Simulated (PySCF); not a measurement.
# C2H8GaN: the cost of one run

The runs use PySCF 2.14.0; levels as typed in each script, gas phase, geometry from GFN2-xTB.

## (1) Starting geometry

SMILES `C[Ga](C)N`, 12 atoms, charge 0, spin multiplicity 1.

Bond lengths: C1–Ga2 2.033 Å, C1–H5 1.092 Å, C1–H6 1.093 Å, C1–H7 1.092 Å, Ga2–C3 2.033 Å, Ga2–N4 1.826 Å, C3–H8 1.093 Å, C3–H9 1.093 Å, C3–H10 1.092 Å, N4–H11 1.012 Å, N4–H12 1.012 Å. Angles: Ga2–C1–H5 111.3°, Ga2–C1–H6 110.7°, Ga2–C1–H7 110.5°, H5–C1–H6 107.6°, H5–C1–H7 108.6°, H6–C1–H7 108.0°, C1–Ga2–C3 128.3°, C1–Ga2–N4 116.1°, C3–Ga2–N4 115.7°, Ga2–C3–H8 110.6°, Ga2–C3–H9 110.3°, Ga2–C3–H10 111.6°, H8–C3–H9 107.8°, H8–C3–H10 107.9°, H9–C3–H10 108.6°, Ga2–N4–H11 125.7°, Ga2–N4–H12 125.8°, H11–N4–H12 108.5°.

Coordinates:

```mol
C2H8GaN
  3D, bonds by distance, orders not assigned

 12 11  0  0  0  0  0  0  0  0999 V2000
    1.8371   -0.8844    0.0003 C   0  0
    0.0013   -0.0111   -0.0004 Ga  0  0
   -1.8213   -0.9122    0.0005 C   0  0
   -0.0187    1.8145    0.0002 N   0  0
    1.8429   -1.7970   -0.6002 H   0  0
    2.1353   -1.1557    1.0162 H   0  0
    2.5868   -0.1985   -0.4005 H   0  0
   -2.2427   -0.9272   -1.0078 H   0  0
   -2.5150   -0.3653    0.6434 H   0  0
   -1.7600   -1.9439    0.3535 H   0  0
   -0.8469    2.3960    0.0286 H   0  0
    0.7952    2.4156   -0.0263 H   0  0
  1  2  8  0
  2  3  8  0
  2  4  8  0
  1  5  8  0
  1  6  8  0
  1  7  8  0
  3  8  8  0
  3  9  8  0
  3 10  8  0
  4 11  8  0
  4 12  8  0
M  END
```

## (2) Stretching a bond (cc-pvdz)

Input file input.py:

```python
import numpy as np
from pyscf import gto, scf, mcscf

mol = gto.M(atom='''
C      1.83707    -0.88443     0.00028
Ga     0.00132    -0.01114    -0.00043
C     -1.82131    -0.91221     0.00050
N     -0.01874     1.81447     0.00023
H      1.84291    -1.79698    -0.60020
H      2.13525    -1.15566     1.01618
H      2.58676    -0.19852    -0.40052
H     -2.24267    -0.92723    -1.00784
H     -2.51497    -0.36530     0.64341
H     -1.76000    -1.94394     0.35351
H     -0.84687     2.39600     0.02862
H      0.79519     2.41557    -0.02626
''', basis='cc-pvdz', charge=0, spin=0, verbose=4)
# stretch the bond between atoms 3 and 8, from long to short, fragments rigid
a, b, move = 2, 7, [7]
xyz = mol.atom_coords(unit='Angstrom')
u = xyz[b] - xyz[a]
r0 = np.linalg.norm(u)
rows, last, dm_u = [], None, None
for r in [3.0, 2.35, 1.93, 1.66, 1.44, 1.28, 1.18, 1.07, 0.98]:
    new = xyz.copy()
    new[move] += u / r0 * (r - r0)
    m = mol.set_geom_(new, unit='Angstrom', inplace=False)
    rhf = scf.RHF(m).density_fit(auxbasis='def2-universal-jkfit').run()
    uhf = scf.UHF(m).density_fit(auxbasis='def2-universal-jkfit').newton()
    if dm_u is None:
        c = rhf.mo_coeff
        h = m.nelectron // 2 - 1
        ca, cb = c.copy(), c.copy()
        ca[:, h], cb[:, h] = (c[:, h] + c[:, h + 1]) / 2**.5, (c[:, h] - c[:, h + 1]) / 2**.5
        dm_u = np.array([x[:, :h + 1] @ x[:, :h + 1].T for x in (ca, cb)])
    uhf.kernel(dm0=dm_u)
    for _ in range(3):
        c, _, stable, _ = uhf.stability(return_status=True)
        if stable:
            break
        uhf.kernel(c, uhf.mo_occ)
    dm_u = uhf.make_rdm1()
    mc = mcscf.CASSCF(rhf, 2, 2)
    mc.natorb = True
    mc.fix_spin_(ss=0)
    guess = mcscf.addons.make_natural_orbitals(uhf)[1] if last is None else mcscf.project_init_guess(mc, last.mo_coeff, last.mol)
    mc.kernel(guess)
    last = mc
    act = slice(mc.ncore, mc.ncore + mc.ncas)
    print('r %.3f  RHF %.6f  UHF %.6f  <S^2> %.3f  CASSCF %.6f  occupations' % (r, rhf.e_tot, uhf.e_tot, uhf.spin_square()[0], mc.e_tot), mc.mo_occ[act].round(4))
    rows.append((new, rhf.e_tot, uhf.e_tot, uhf.spin_square()[0], mc.e_tot, mc.mo_occ[act], mc.mo_coeff[:, act], dm_u[0] - dm_u[1], rhf.converged and uhf.converged and mc.converged))
    np.savez('result.npz', **{k: [row[i] for row in rows] for i, k in enumerate('xyz rhf uhf s2 cas occ c spin ok'.split())})
```

Command:

```
$ OMP_NUM_THREADS=1 python input.py
```

What time and memory should one allow on 1 thread of AMD EPYC 9R45 (Zen 5), shared host?

About 2.7 min, with a peak of 0.33 GiB.
